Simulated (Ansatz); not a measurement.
# CH₃ClSn: small, medium and large basis sets

An exercise on one series of results from a longer session: the logs are not shown, and one member is left open.

Computed with Ansatz 0.2.0, Gaussian basis. Level: one geometry, several basis sets.

The runs, in order: PBE0-D4/def2-SVP; ωB97M-V/def2-SVP; PBE0-D4/def2-QZVPP; ωB97M-V/def2-QZVPP; the functionals' def2-TZVPP values are taken from earlier runs.

1 further run of the same task is left out (for a known fault of the program).

## The geometry

All runs share one geometry, relaxed beforehand with PBE0-D4 in a triple-zeta def2 set. Sn takes the def2 core potential; no spin-orbit term is included.

6 atoms, charge 0, spin multiplicity 1.

Atoms are counted from 1 here; the program's logs count them from 0.

Bond lengths: C1–Sn2 2.177 Å, C1–H4 1.094 Å, C1–H5 1.094 Å, C1–H6 1.092 Å, Sn2–Cl3 2.382 Å. Angles: Sn2–C1–H4 109.2°, Sn2–C1–H5 109.0°, Sn2–C1–H6 112.3°, H4–C1–H5 107.4°, H4–C1–H6 109.5°, H5–C1–H6 109.3°, C1–Sn2–Cl3 93.8°.

Set-up of the first run:

in.yaml reads:

```yaml
crystal:
  periodic: [false, false, false]
  atoms:
    - {symbol: C, position_ang: [-0.387878, 0.475100, -0.311470]}
    - {symbol: Sn, position_ang: [0.059703, -0.506127, 1.579784]}
    - {symbol: Cl, position_ang: [1.714267, -1.932809, 0.631085]}
    - {symbol: H, position_ang: [-0.682266, -0.278619, -1.047063]}
    - {symbol: H, position_ang: [0.519290, 0.959524, -0.684398]}
    - {symbol: H, position_ang: [-1.181116, 1.218931, -0.214238]}
basis:
  gaussian: {orbitals: def2-SVP}
hamiltonian: {xc: pbe0, dispersion: d4}
output: {orbitals: {seedname: orbitals}}
```

On the command line:

```bash
ansatz run in.yaml --threads 4 --pin off --events-out ev --progress --plain --max-ram 10444MiB
```

Among the steps run: PBE0-D4 in def2-SVP; ωB97M-V in def2-SVP; PBE0-D4 in def2-QZVPP; ωB97M-V in def2-QZVPP.

One table of the session follows, with a row left open; its other results are not shown here.

It belongs to the step «Functionals by basis». 

```
functional       basis  HOMO (eV)  LUMO (eV)
   PBE0-D4    def2-SVP      -6.57      -2.63
   PBE0-D4  def2-TZVPP      -6.69      -2.72
   PBE0-D4  def2-QZVPP      -6.72      -2.74
   ωB97M-V    def2-SVP      -8.60      -0.80
   ωB97M-V  def2-TZVPP      -8.74      -0.97
   ωB97M-V  def2-QZVPP          ?          ?
```

**Question.** Estimate the row for ωB97M-V, def2-QZVPP.

**Answer.** HOMO (eV): -8.78; LUMO (eV): -1.01. In the column «HOMO (eV)» it is the lowest.
